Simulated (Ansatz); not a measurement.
# FePt: the cost of one run

Program: Ansatz 0.2.0. Level of theory: DFT PBE with spin–orbit coupling, plane waves, PAW (the target; the first runs use scalar-relativistic PBE). These are calculated values, not measurements.

1 further run of the same task is left out (it didn't finish). Runs told in other sessions of the task aren't counted.

### Step 1. The starting structure

It takes space group P4/mmm (No. 123, tetragonal). The conventional cell has a = 2.731 Å, b = 2.731 Å, c = 3.712 Å, α = 90.00°, β = 90.00°, γ = 90.00°. Fe (site symmetry 4/mmm) has 8 Pt at 2.68 Å and 4 Fe at 2.73 Å in its first shell of neighbours. Pt (site symmetry 4/mmm) is surrounded by 8 Fe at 2.68 Å and 4 Pt at 2.73 Å.

As a file:

```
Fe Pt
1.0
     2.73070    0.00000    0.00000
     0.00000    2.73070    0.00000
     0.00000    0.00000    3.71229
Fe Pt
1 1
Direct
  0.50000 0.50000 0.50000
  0.00000 0.00000 0.00000
```

Starting moments: Fe 2.50 μB.

### Step 2. Relaxing cell and atoms (PBE, 8×8×6 mesh)

The input, input.yaml:

```yaml
crystal:
  lattice:
    - [2.7306961071, 0.0, 0.0]
    - [0.0, 2.7306961071, 0.0]
    - [0.0, 0.0, 3.7122924491]
  atoms:
    - { symbol: Fe, position: [0.5, 0.5, 0.5], spin: 2.5 }
    - { symbol: Pt, position: [0.0, 0.0, 0.0] }
basis:
  ecutwfc: 420
  ecutrho_ratio: 4
kpoints:
  mp_grid: { grid: [8, 8, 6] }
hamiltonian:
  xc: pbe
scf:
  occupations: { method: gaussian, width: 0.05 }
output:
  forces: true
  stress: true
  eigenvalues: true
  populations: true
magnetization:
  spin_polarized: true
relax:
  f_tol: 0.03
  max_steps: 60
  cell: { stress_tol: 0.3 }
```

Command:

```bash
> ansatz run input.yaml --threads 4 --pin off --max-ram 7168MiB --backend cpu --events-out ev --progress --plain --runs-dir out
```

What time and memory should one allow on 4 threads of Arm Neoverse V2, shared host?

About 5.5 s, with a peak of 0.37 GiB.
